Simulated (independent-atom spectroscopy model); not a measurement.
# IrO2: spectra and optical constants from atomic data

Aim: from the formula and density of IrO2, work out its core-loss edges, its fluorescence spectrum, its photoelectron survey, its X-ray refractive index and its thin-foil X-ray spectrum.

The numbers are computed with independent-atom spectroscopy model (version 2): independent atoms, textbook formulas over atomic cross sections; no chemical shifts or fine structure; level and line energies, yields and scattering factors come from tables.

### Step 1. What is given

```
formula          : IrO2
density          : 11.66 g/cm³ (nominal)
molar mass       : 224.22 g/mol
atoms per volume : 94.0 per nm³
```

```
element  atoms (%)  mass (%)
     Ir       33.3      85.7
      O       66.7      14.3
```

### Step 2. Core-loss edges

Model: core-loss signal of a thin specimen = atoms x partial cross section (first Born, Dirac-Hartree-Slater continuum), each subshell from its own tabulated edge; single scattering, no white lines; K, p, d and f edges from 35 to 3200 eV, the lower partner alone where a pair is split widely.

Input values:

```json
{
  "elements": ["Ir", "O"],
  "counts": [1, 2],
  "density": 11.66,
  "beam_energy": 300,
  "collection_angle": 10,
  "window": 100
}
```

Units: density in g/cm³, beam_energy in keV, collection_angle in mrad, window in eV.

### Step 3. X-ray fluorescence of a thick sample

Model: primary fluorescence of a thick sample under monochromatic X-rays (Sherman equation, cascade cross sections of xraylib); no secondary enhancement or detector response; lines over 1 keV and 0.3 percent, close pairs merged; depth is the 1/e depth of the way in and out.

Input values:

```json
{
  "elements": ["Ir", "O"],
  "counts": [1, 2],
  "density": 11.66,
  "photon_energy": 17.479,
  "incidence_angle": 90,
  "take_off_angle": 30
}
```

Units: density in g/cm³, photon_energy in keV, incidence_angle in degrees, take_off_angle in degrees.

### Step 4. Photoelectron survey

Model: photoelectron survey: area = atoms x Dirac-Hartree-Slater cross section x dipole angular factor (unpolarised) x TPP-2M path with the stated gap; tabulated elemental binding energies, no chemical shifts, flat transmission; full shells over 14 eV, above 150 eV kinetic energy and 1 percent.

Input values:

```json
{
  "elements": ["Ir", "O"],
  "counts": [1, 2],
  "density": 11.66,
  "photon_energy": 1253.6,
  "source_analyser_angle": 45,
  "valence_electrons": 21,
  "tpp_gap_parameter": 0.0
}
```

Units: density in g/cm³, photon_energy in eV, source_analyser_angle in degrees, tpp_gap_parameter in eV.

### Step 5. δ and β against photon energy

Model: refractive index n = 1 - delta + i beta from Henke atomic scattering factors, independent atoms (rough under about 100 eV); 1/e length of the intensity, critical angle sqrt(2 delta) where beta is under 0.3 delta.

Input values:

```json
{
  "elements": ["Ir", "O"],
  "counts": [1, 2],
  "density": 11.66,
  "photon_energy": [929.7, 1660.0, 2984.3, 6403.8, 6930.3, 8047.8, 13100.0, 17479.3, 19400.0, 21000.0]
}
```

Units: density in g/cm³, photon_energy in eV.

### Step 6. X-ray fluorescence of a thick sample

Model: primary fluorescence of a thick sample under monochromatic X-rays (Sherman equation, cascade cross sections of xraylib); no secondary enhancement or detector response; lines over 1 keV and 0.3 percent, close pairs merged; depth is the 1/e depth of the way in and out.

Input values:

```json
{
  "elements": ["Ir", "O"],
  "counts": [1, 2],
  "density": 11.66,
  "photon_energy": 17.479,
  "incidence_angle": 45,
  "take_off_angle": 45
}
```

Units: density in g/cm³, photon_energy in keV, incidence_angle in degrees, take_off_angle in degrees.

### Step 7. Thin-foil X-ray spectrum

Model: thin-foil X-ray emission: photons = atoms x relativistic binary-encounter-Bethe cross section (averaged denominator) with Coster-Kronig feeding x tabulated yield and branching; no absorption or detector response; main K, L (from Ca) and M (from Gd) lines over 0.5 percent, close pairs merged.

Input values:

```json
{
  "elements": ["Ir", "O"],
  "counts": [1, 2],
  "density": 11.66,
  "beam_energy": 80.0,
  "range_end": 10
}
```

Units: density in g/cm³, beam_energy in keV, range_end in keV.

Q: Predict the outcome of this session. Wanted: strongest loss edge; strongest fluorescence line; depth of that line; strongest photoelectron peak; strongest thin-foil line (for each run or level that gives them).

The runs gave:

| quantity | value |
| --- | --- |
| strongest loss edge | Ir O23, 48.00 eV |
| strongest fluorescence line | Ir Lα1+2, 9.167 keV |
| depth of that line | 2.65 μm |
| strongest photoelectron peak | Ir 4f7/2, 60.80 eV |
| δ, β at 21000 eV | 4.53e-06, 2.90e-07 |
| 1/e length at 21000 eV | 16.2 μm |
| critical angle there | 0.172° |
| strongest fluorescence line | Ir Lα1+2, 9.167 keV |
| depth of that line | 2.94 μm |
| strongest thin-foil line | Ir Mα1+2, 1.979 keV |

In words: In the loss spectrum the strongest is Ir O23 at 48.00 eV; Ir gives 98 % of the summed signal with 33 % of the atoms. In the fluorescence the strongest is Ir Lα1+2 at 9.167 keV; Ir gives 100 % of the summed signal with 33 % of the atoms. O shows nothing within the model's range and threshold. In the survey the strongest is Ir 4f7/2 at 60.80 eV; Ir gives 91 % of the summed signal with 33 % of the atoms. Ir 4d5/2 follows closely at 93 %. The 2s peaks of N, O and F are left out. From 929.7 to 21000 eV the 1/e length grows by a factor of 100. The strongest feature of the thin-foil spectrum is Ir Mα1+2 at 1.979 keV. With 33 % of the atoms, Ir carries 74 % of the listed signal. These are estimates from free-atom data; close to edges a real sample differs.
